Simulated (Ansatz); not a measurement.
# H₆N₂OSSi, SMILES N[Si](N)(O)S: a comparison of dispersion corrections

With Ansatz 0.2.0, Python API.

The cells in order, each with its output:

```python
import warnings

import ansatz as az
from ase import Atoms
```

```python
warnings.simplefilter("ignore", az.DeckWarning)

atoms = Atoms(["N", "Si", "N", "O", "S", "H", "H", "H", "H", "H", "H"], positions=[
    [-1.0349, 0.493, 0.9772],
    [0.0645, -0.0198, -0.0861],
    [0.625, -1.3179, 0.7337],
    [1.3271, 1.0951, -0.2156],
    [-0.7338, -0.5411, -1.9468],
    [-1.5743, 1.3415, 0.5572],
    [-1.7454, -0.1954, 1.0946],
    [0.8882, -0.9805, 1.6853],
    [1.5541, -1.5887, 0.4046],
    [1.8625, 0.9672, -0.9329],
    [-1.1676, 0.6895, -2.2507],
])
system = az.Crystal.molecule_from_ase(atoms)
```

```python
job = system.calculation().basis(gaussian="def2-SVP")
for name in ["b3lyp", "pbe0"]:
    for correction in ("d3bj", "d4"):
        data = job.functional(name, dispersion=correction).run(threads=1, backend="cpu").report
        print(f"{name:8s} {correction:5s} total {data['free_energy_ev']:.5f} eV, of which dispersion {1000 * data['dispersion']['energy']['ev']:.2f} meV")
```

    b3lyp    d3bj  total -23832.04016 eV, of which dispersion -501.55 meV
    b3lyp    d4    total -23831.99833 eV, of which dispersion -459.72 meV
    pbe0     d3bj  total -23818.29356 eV, of which dispersion -247.90 meV
    pbe0     d4    total -23818.28513 eV, of which dispersion -239.47 meV

Total energies depend on the basis set; only differences at equal settings carry meaning. The geometry is a force-field or estimated start, not a minimum of this method, and the basis set is short of its limit. D4 holds the three-body term, and d3bj doesn't. b3lyp holds the VWN-RPA fit, as in Gaussian; the form of ORCA and Turbomole is b3lyp5. It ran for 17 s on 1 thread of Arm Neoverse V1 (shared host), peak memory 0.3 GiB.
